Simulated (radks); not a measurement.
**Se³⁺ in [Ar] 3d9 4s2 4p1 5s1: an all-electron calculation**

Aim: the levels, the sizes of the orbitals and the parts of the energy of the selenium ion Se3+.

Method: Dirac Kohn-Sham, PBEsol, spin-unpolarised, spherical densities, finite nucleus; open shells are shared between the two j in proportion to 2j + 1. Code: radks (a radial shooting solver on a logarithmic mesh, Libxc functionals) version 1.

### Step 1. The atom as given

| Item | Value |
| --- | --- |
| element | selenium (Z = 34) |
| charge | +3 |
| electrons | 31 |
| configuration | [Ar] 3d9 4s2 4p1 5s1 |
| nuclear rms radius | 4.14 fm |

The outer shells:

Se³⁺
```
[Ar] core
3d [↑↓][↑↓][↑↓][↑↓][↑ ]
4s [↑↓]
4p [↑ ][  ][  ]
5s [↑ ]
```

### Step 2. Self-consistent calculation

The run's settings:

```text
Z 34
configuration [Ar] 3d9 4s2 4p1 5s1
relativity Dirac
functional pbe_sol,pbe_sol
spin unpolarised
j_filling average
nucleus finite rms 4.14 fm
c 137.035999084
```

What does the calculation give?

As calculated:

| quantity | value |
| --- | --- |
| total energy | -2423.24421 hartree |
| exchange-correlation share of it | 3.48 % |
| −T/E | 1.0240 |
| highest occupied level | 5s1/2, -21.483 eV |
| most extended occupied level | 5s1/2, <r> = 3.45 bohr |
| radius at density 0.001 e/bohr³ | 4.36 bohr |
| maxima of the radial density | 3 |

**Reading.** The radial density shows 3 maxima for 5 occupied principal shells; where shells overlap, one shows as a shoulder or not at all. −T/E is 1.024: with relativity the kinetic term as defined here no longer equals −E. This is not the tabulated ground configuration, so its levels and sizes aren't those of the ground state, and no measured value stands beside it.
